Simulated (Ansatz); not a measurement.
**GaC (quartet): from Hartree-Fock to the top rungs, cc-pVTZ**

The task here is to estimate one member of a computed series from the others.

Method: cc-pVTZ, core rule «outside noble gas», up to 15 orbitals frozen; program: Ansatz 0.2.0, Gaussian basis.

The runs, in order: UHF; CCSD(T) on ROHF; CCSD(T) on UHF; BCCD(T) on ROHF; CISD; CCSDT(Q) on ROHF; CCSDT(Q) on UHF; CASSCF and MRCISD+Q, 7 electrons in 8 orbitals; CASSCF and NEVPT2, 7 electrons in 8 orbitals.

16 further runs of the same task are left out: 1 for a known fault of the program, 8 that didn't finish, 7 set aside as unsound or not needed.

## The geometry

The geometry is a PBE0/def2-TZVP stationary point (not a proven minimum). No spin-orbit coupling is included. The filled d shell of Ga may be among the frozen orbitals whatever the setting's name suggests; the logs give the count.

2 atoms, charge 0, spin multiplicity 4.

Atoms are counted from 1 here; the program's logs count them from 0.

Bond lengths: C1–Ga2 2.002 Å.

Set-up of the first run:

Contents of in.yaml:

```yaml
crystal:
  periodic: [false, false, false]
  atoms:
    - {symbol: C, position_ang: [0.000000, 0.000000, 0.000000]}
    - {symbol: Ga, position_ang: [0.000000, 0.000000, 2.001600]}
basis:
  gaussian: {orbitals: cc-pVTZ}
magnetization: {spin_polarized: true, initial_magnetization: 3}
hamiltonian: {xc: hf}
output: {orbitals: {seedname: orbitals}}
```

The run is started by

```
$ ansatz run in.yaml --threads 1 --pin off --events-out ev --progress --plain --max-ram 2393MiB
```

Steps of the session up to this table: UHF; CCSD(T) on ROHF; CCSD(T) on UHF; BCCD(T) on ROHF; CISD; CCSDT(Q) on ROHF; CCSDT(Q) on UHF; CASSCF and MRCISD+Q, 7 electrons in 8 orbitals; CASSCF and NEVPT2, 7 electrons in 8 orbitals.

One table of the session follows, with a row left open; its other results are not shown here.

```
          method  from UCCSDT(Q) (meV)
            ROHF               +4570.7
             UHF               +4499.7
            RMP2               +1033.3
            UMP2               +1010.8
           RCCSD                +249.6
           UCCSD                +242.5
        RCCSD(T)                 +59.1
        UCCSD(T)                 +53.4
         BCCD(T)                 +55.6
          RCCSDT                 +17.2
          UCCSDT                 +11.9
       RCCSDT(Q)                  +6.3
       UCCSDT(Q)                     0
  CASSCF valence               +3184.3
  NEVPT2 valence                +632.8
  MRCISD valence                     ?
MRCISD+Q valence                 +33.5
```

Q: Estimate the row for MRCISD valence from the others.

The run gave: from UCCSDT(Q) (meV): +209.8. In the column «from UCCSDT(Q) (meV)» it lies between RCCSD(T) (+59.1) and UCCSD (+242.5).

Not comparable, so not listed: CISD (they don't share determinant, frozen orbitals or solution with the rows shown, or repeat one).

To keep in mind: Restricted and unrestricted rows rest on different reference determinants; where their highest levels disagree by more than a few hundredths of an eV, they describe different states and don't form one ladder.
